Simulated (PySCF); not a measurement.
# C8H10OS: excited states, first hyperpolarisability

Aim: compute the excited states, first hyperpolarisability of C8H10OS (`CSc1ccc(CO)cc1`).

Programs: PySCF 2.14.0, with routines of our own; each step states its level. All values are computed. Atoms count from 0.

## 1. The system as given

20 atoms, charge 0, multiplicity 1; geometry from: GFN2-xTB.

## 2. Geometry optimisation at PBE0-D3(BJ)/def2-SVP

What the job is given:

```
{"job": {"xc": "PBE0", "basis": "def2-SVP", "d3": "d3bj", "grid": 2, "kind": "geom"}, "charge": 0, "multiplicity": 1}
C     -3.690233    -0.473790     0.816363
S     -2.785670    -1.124797    -0.617465
C     -1.151293    -0.482380    -0.423407
C     -0.241254    -0.792570    -1.431286
C      1.058821    -0.337627    -1.357432
C      1.479038     0.440504    -0.283817
C      2.912628     0.890554    -0.167610
O      3.653329     0.079812     0.724345
C      0.565684     0.740901     0.717154
C     -0.739897     0.289342     0.654348
H     -3.681414     0.612126     0.798105
H     -3.259257    -0.858254     1.736438
H     -4.708158    -0.835358     0.707929
H     -0.566497    -1.392838    -2.267520
H      1.754183    -0.584098    -2.147782
H      3.386478     0.896721    -1.160241
H      2.966687     1.898337     0.251255
H      3.581799    -0.837450     0.437027
H      0.881716     1.334607     1.562053
H     -1.421837     0.546935     1.448508
```

Command:

```console
$ OMP_NUM_THREADS=1 python excited_run.py task.json out
```

The driver reads the jobs from task.json and runs them one after another.

Log:

```text
step   0  E = -783.30191254  max force = 0.014048
step   1  E = -783.30441826  max force = 0.004137
step   2  E = -783.30453115  max force = 0.000992
step   3  E = -783.30462259  max force = 0.002652
step   4  E = -783.30488775  max force = 0.006427
step   5  E = -783.30466685  max force = 0.013359
step   6  E = -783.30563873  max force = 0.006207
step   7  E = -783.30588424  max force = 0.003759
step   8  E = -783.30596749  max force = 0.002618
step   9  E = -783.30609917  max force = 0.000813
step  10  E = -783.30611636  max force = 0.000414
step  11  E = -783.30612809  max force = 0.000561
step  12  E = -783.30613719  max force = 0.000283
optimisation converged
```

Run time: 7 min. Hardware: 1 thread of Arm Neoverse V1, shared host; peak memory 0.89 GiB.

Relaxation path: (the energy doesn't fall at every step)

```csv
step,energy from step 0 (eV),largest force component (eV/Å)
0,0.0000,0.7224
1,-0.0682,0.2127
2,-0.0713,0.0510
3,-0.0737,0.1364
4,-0.0810,0.3305
5,-0.0749,0.6869
6,-0.1014,0.3192
7,-0.1081,0.1933
8,-0.1103,0.1346
9,-0.1139,0.0418
10,-0.1144,0.0213
11,-0.1147,0.0288
12,-0.1150,0.0146
```

Close pairs (by a distance rule), those that changed most:

```csv
bond,before (Å),after (Å),change (Å)
C0–S1,1.816,1.797,-0.019
C6–O7,1.415,1.400,-0.015
C0–H10,1.086,1.100,+0.014
C0–H11,1.086,1.100,+0.014
C3–H13,1.080,1.093,+0.014
C4–H14,1.081,1.094,+0.013
C0–H12,1.086,1.099,+0.013
C8–H18,1.080,1.093,+0.013
```

The end geometry stands in the next job.

```csv
at the end point,value
point group (found at 0.08 Å tolerance),C1
"rotational constants (GHz, main isotopes)","3.329, 0.546, 0.475"
dipole moment (D),1.25
```

## 3. Excited states: TDA CAM-B3LYP/aug-cc-pVDZ

What the job is given:

```
{"job": {"kind": "states", "xc": "CAM-B3LYP", "basis": "aug-cc-pVDZ", "tda": true, "soc": true, "nstates": 6, "ntriplets": 5, "nquad": 4}, "charge": 0, "multiplicity": 1}
C     -3.646716    -0.508562     0.844898
S     -2.877321    -0.927788    -0.724536
C     -1.203873    -0.422042    -0.504458
C     -0.332871    -0.645882    -1.582863
C      1.004367    -0.283661    -1.496441
C      1.516869     0.318933    -0.341778
C      2.960638     0.748264    -0.254338
O      3.465632     0.765330     1.051480
C      0.646987     0.537414     0.726927
C     -0.696634     0.172673     0.655804
H     -3.620037     0.573914     1.038499
H     -3.186526    -1.052334     1.683089
H     -4.695095    -0.824082     0.754986
H     -0.712278    -1.117716    -2.493088
H      1.666478    -0.477840    -2.345640
H      3.569592     0.114624    -0.930383
H      3.062626     1.780966    -0.630231
H      3.352827    -0.118904     1.418245
H      1.036916     1.001711     1.635900
H     -1.341682     0.361366     1.514621
```

Method: TDA CAM-B3LYP/aug-cc-pVDZ excited states, vertical, gas phase, spin-orbit mean-field couplings.

Log:

```text
coarse grid: 17600 points
cycle   1  E = -784.0120049730  dE =  1.858e+00  |g| = 6.227e-01  |ddm| = 6.327e+01
cycle   2  E = -783.9980370362  dE =  1.397e-02  |g| = 7.415e-01  |ddm| = 7.216e+00
cycle   3  E = -784.0971919464  dE = -9.915e-02  |g| = 6.489e-02  |ddm| = 2.606e+00
cycle   4  E = -784.0980078157  dE = -8.159e-04  |g| = 2.739e-02  |ddm| = 5.209e-01
cycle   5  E = -784.0981950104  dE = -1.872e-04  |g| = 8.391e-03  |ddm| = 3.742e-01
cycle   6  E = -784.0982127869  dE = -1.778e-05  |g| = 2.398e-03  |ddm| = 6.507e-02
cycle   7  E = -784.0982144150  dE = -1.628e-06  |g| = 8.446e-04  |ddm| = 2.322e-02
final grid: 166344 points
cycle   8  E = -784.1252789579  dE = -3.097e-05  |g| = 4.008e-03  |ddm| = 8.755e-01
cycle   9  E = -784.1252797740  dE = -8.161e-07  |g| = 3.812e-03  |ddm| = 9.098e-02
cycle  10  E = -784.1252834433  dE = -3.669e-06  |g| = 5.401e-04  |ddm| = 3.505e-02
cycle  11  E = -784.1252835095  dE = -6.620e-08  |g| = 2.312e-04  |ddm| = 4.904e-03
cycle  12  E = -784.1252835235  dE = -1.397e-08  |g| = 6.781e-05  |ddm| = 2.658e-03
cycle  13  E = -784.1252835248  dE = -1.347e-09  |g| = 1.428e-05  |ddm| = 7.597e-04
cycle  14  E = -784.1252835249  dE = -6.298e-11  |g| = 6.362e-06  |ddm| = 1.341e-04
converged SCF energy = -784.1252835249

Singlet excitations
state   eV       nm        f     d(h-e)  d(exc)  Lambda  PR(NTO)  |dmu|/D   mu/D   main configurations
  1   4.8604   255.1   0.01593   0.931   3.283   0.525   1.423    2.828    3.801   H->L+3 0.74, H-1->L+2 0.11
  2   5.1310   241.6   0.00455   1.966   4.345   0.292   1.024    8.574    7.671   H->L 0.58, H->L+1 0.17
  3   5.2968   234.1   0.33945   1.216   3.737   0.479   1.188    3.588    4.608   H->L+2 0.52, H->L+1 0.19
  4   5.4208   228.7   0.01433   1.370   4.435   0.358   1.069    5.628    6.095   H->L+2 0.23, H->L 0.21, H->L+1 0.14
  5   5.7769   214.6   0.00502   0.573   5.120   0.263   1.088                     H->L+4 0.54, H->L+6 0.10, H->L+1 0.08
  6   5.9912   206.9   0.01507   1.460   5.138   0.298   1.112                     H->L+5 0.40, H->L+1 0.22

Triplet excitations (Tamm-Dancoff)
state   eV     d(h-e)  d(exc)  Lambda  PR(NTO)   main configurations
  1   3.7161   0.397   2.937   0.518   1.377   H->L+2 0.50, H-1->L+3 0.12
  2   4.1070   0.728   3.126   0.539   1.046   H->L+3 0.86
  3   4.5801   0.200   2.749   0.758   1.372   H-1->L+3 0.77, H->L+2 0.11
  4   4.8943   1.437   3.729   0.307   1.022   H->L 0.30, H->L+1 0.21, H->L+12 0.12
  5   5.2094   0.022   2.829   0.422   1.049   H-1->L+2 0.62, H-1->L+7 0.09, H-1->L+1 0.08
S1 - T1 = 1.1443 eV

Spin-orbit couplings |<S|Hso|T>| (cm-1)
             T1       T2       T3       T4       T5
S0        1.249    0.741    0.862  104.262    0.597
S1        0.659    0.150    0.094    2.199    0.036
S2        8.456    2.657    3.442    2.160    0.351
S3        1.758    1.023    0.830   10.837    0.433
S4        6.356    2.164    2.503    9.481    0.418
S5        0.594    1.905    0.124    1.757    0.101
S6        6.941    2.680    2.626   10.381    0.448
T1 sublevels (cm-1): 0.000 0.003 0.007   radiative rates (1/s): 0.982 0.118 1.66
```

Run time: 3.7 min. Hardware: 1 thread of Arm Neoverse V1, shared host; peak memory 1.5 GiB.

Key values:

```csv
quantity,value
S1 less T1,1.14 eV
```

## 4. Excited states: TDDFT CAM-B3LYP/aug-cc-pVDZ

The job, as its differences from that of step 3:

```diff
@@ -1,2 +1,2 @@
-{"job": {"kind": "states", "xc": "CAM-B3LYP", "basis": "aug-cc-pVDZ", "tda": true, "soc": true, "nstates": 6, "ntriplets": 5, "nquad": 4}, "charge": 0, "multiplicity": 1}
+{"job": {"kind": "states", "xc": "CAM-B3LYP", "basis": "aug-cc-pVDZ", "tpa": true, "nstates": 8, "nquad": 6, "ntriplets": 0}, "charge": 0, "multiplicity": 1}
 C     -3.646716    -0.508562     0.844898
```

Method: TDDFT CAM-B3LYP/aug-cc-pVDZ excited states, vertical, gas phase, two-photon moments by quadratic response.

Log:

```text
coarse grid: 17600 points
cycle   1  E = -784.0120049730  dE =  1.858e+00  |g| = 6.227e-01  |ddm| = 6.327e+01
cycle   2  E = -783.9980370362  dE =  1.397e-02  |g| = 7.415e-01  |ddm| = 7.216e+00
cycle   3  E = -784.0971919464  dE = -9.915e-02  |g| = 6.489e-02  |ddm| = 2.606e+00
cycle   4  E = -784.0980078157  dE = -8.159e-04  |g| = 2.739e-02  |ddm| = 5.209e-01
cycle   5  E = -784.0981950104  dE = -1.872e-04  |g| = 8.391e-03  |ddm| = 3.742e-01
cycle   6  E = -784.0982127869  dE = -1.778e-05  |g| = 2.398e-03  |ddm| = 6.507e-02
cycle   7  E = -784.0982144150  dE = -1.628e-06  |g| = 8.446e-04  |ddm| = 2.322e-02
final grid: 166344 points
cycle   8  E = -784.1252789579  dE = -3.097e-05  |g| = 4.008e-03  |ddm| = 8.755e-01
cycle   9  E = -784.1252797740  dE = -8.161e-07  |g| = 3.812e-03  |ddm| = 9.098e-02
cycle  10  E = -784.1252834433  dE = -3.669e-06  |g| = 5.401e-04  |ddm| = 3.505e-02
cycle  11  E = -784.1252835095  dE = -6.620e-08  |g| = 2.312e-04  |ddm| = 4.904e-03
cycle  12  E = -784.1252835235  dE = -1.397e-08  |g| = 6.781e-05  |ddm| = 2.658e-03
cycle  13  E = -784.1252835248  dE = -1.347e-09  |g| = 1.428e-05  |ddm| = 7.597e-04
cycle  14  E = -784.1252835249  dE = -6.298e-11  |g| = 6.362e-06  |ddm| = 1.341e-04
converged SCF energy = -784.1252835249

Singlet excitations
state   eV       nm        f     d(h-e)  d(exc)  Lambda  PR(NTO)  |dmu|/D   mu/D   delta(TPA)   sigma/GM   main configurations
  1   4.7777   259.5   0.01509   0.888   3.251   0.524   1.423    2.923    3.894       10.56      0.088   H->L+3 0.78
  2   5.1162   242.3   0.05863   1.485   4.243   0.326   1.067    6.413    5.660      111.19      1.066   H->L 0.56, H->L+2 0.13
  3   5.1533   240.6   0.24639   0.666   3.714   0.466   1.205    1.555    2.043      291.77      2.839   H->L+2 0.48, H->L+1 0.25
  4   5.4123   229.1   0.00428   1.329   4.493   0.333   1.065    5.405    5.968       34.70      0.372   H->L 0.25, H->L+1 0.17, H->L+2 0.15
  5   5.7718   214.8   0.00575   0.559   5.116   0.263   1.089    2.346    1.357      237.83      2.903   H->L+4 0.53, H->L+6 0.11, H->L+1 0.08
  6   5.9836   207.2   0.01413   1.452   5.130   0.300   1.114    5.289    5.639      127.84      1.677   H->L+5 0.40, H->L+1 0.22
  7   6.0862   203.7   0.02273   1.762   5.402   0.270   1.075                                            H->L+6 0.33, H->L+4 0.28, H->L+5 0.10
  8   6.2510   198.3   0.07999   0.694   4.546   0.385   1.983                                            H->L+7 0.41, H-1->L+2 0.17, H->L+3 0.08
```

Wall time 4.7 min (1 thread of Arm Neoverse V1, shared host); peak memory 1.5 GiB.

## 5. First hyperpolarisability: quadratic response CAM-B3LYP/aug-cc-pVDZ

The job, as its differences from that of step 4:

```diff
@@ -1,2 +1,2 @@
-{"job": {"kind": "states", "xc": "CAM-B3LYP", "basis": "aug-cc-pVDZ", "tpa": true, "nstates": 8, "nquad": 6, "ntriplets": 0}, "charge": 0, "multiplicity": 1}
+{"job": {"kind": "beta", "xc": "CAM-B3LYP", "basis": "aug-cc-pVDZ"}, "charge": 0, "multiplicity": 1}
 C     -3.646716    -0.508562     0.844898
```

With the program's defaults for keys left out, this is: quadratic response CAM-B3LYP/aug-cc-pVDZ first hyperpolarisability, Taylor convention, gas phase.

Log:

```text
coarse grid: 17600 points
cycle   1  E = -784.0120049730  dE =  1.858e+00  |g| = 6.227e-01  |ddm| = 6.327e+01
cycle   2  E = -783.9980370362  dE =  1.397e-02  |g| = 7.415e-01  |ddm| = 7.216e+00
cycle   3  E = -784.0971919464  dE = -9.915e-02  |g| = 6.489e-02  |ddm| = 2.606e+00
cycle   4  E = -784.0980078157  dE = -8.159e-04  |g| = 2.739e-02  |ddm| = 5.209e-01
cycle   5  E = -784.0981950104  dE = -1.872e-04  |g| = 8.391e-03  |ddm| = 3.742e-01
cycle   6  E = -784.0982127869  dE = -1.778e-05  |g| = 2.398e-03  |ddm| = 6.507e-02
cycle   7  E = -784.0982144150  dE = -1.628e-06  |g| = 8.446e-04  |ddm| = 2.322e-02
final grid: 166344 points
cycle   8  E = -784.1252789579  dE = -3.097e-05  |g| = 4.008e-03  |ddm| = 8.755e-01
cycle   9  E = -784.1252797740  dE = -8.161e-07  |g| = 3.812e-03  |ddm| = 9.098e-02
cycle  10  E = -784.1252834433  dE = -3.669e-06  |g| = 5.401e-04  |ddm| = 3.505e-02
cycle  11  E = -784.1252835095  dE = -6.620e-08  |g| = 2.312e-04  |ddm| = 4.904e-03
cycle  12  E = -784.1252835235  dE = -1.397e-08  |g| = 6.781e-05  |ddm| = 2.658e-03
cycle  13  E = -784.1252835248  dE = -1.347e-09  |g| = 1.428e-05  |ddm| = 7.597e-04
cycle  14  E = -784.1252835249  dE = -6.298e-11  |g| = 6.362e-06  |ddm| = 1.341e-04
converged SCF energy = -784.1252835249

Lowest singlets (eV, f): 4.7777 0.0151  5.1162 0.0586  5.1533 0.2464

First hyperpolarisability (au)
process     nm      |vector|   parallel      HRS      DR
static         -      341.61     155.56     159.07    3.64
shg       1907.0      383.10     173.79     176.88   3.728
eope      1907.0      354.72     161.33          -       -
shg       1064.0      503.36     226.31     228.14   3.938
eope      1064.0      386.29     175.19          -       -
```

Run time: 3 min. Hardware: 1 thread of Arm Neoverse V1, shared host; peak memory 1.5 GiB.

## 6. Results

```
                                                   quantity                                                value
                                                point group                                                   C1
                       rotational constants (main isotopes)                                 3.33, 0.55, 0.48 GHz
             S1 less T1 (step 3, TDA CAM-B3LYP/aug-cc-pVDZ)                                              1.14 eV
β vector (step 5, quadratic response CAM-B3LYP/aug-cc-pVDZ)  static 342, SHG 1907.0 nm 383, SHG 1064.0 nm 503 au
```

**Reading.** Relaxing lowered the energy by 0.115 eV in 12 steps; the close pair that moved most is C0–S1, from 1.816 to 1.797 Å. No frequency check was run at this level, so the end point may be a saddle. In step 3, the number of triplets below S1 is 3, and the largest singlet-triplet spin-orbit coupling is S0–T4, 104.26 cm⁻¹. β grows from 342 au (static) to 503 au for doubling at 1064.0 nm: normal dispersion, which grows as twice the photon energy moves toward the bright states.
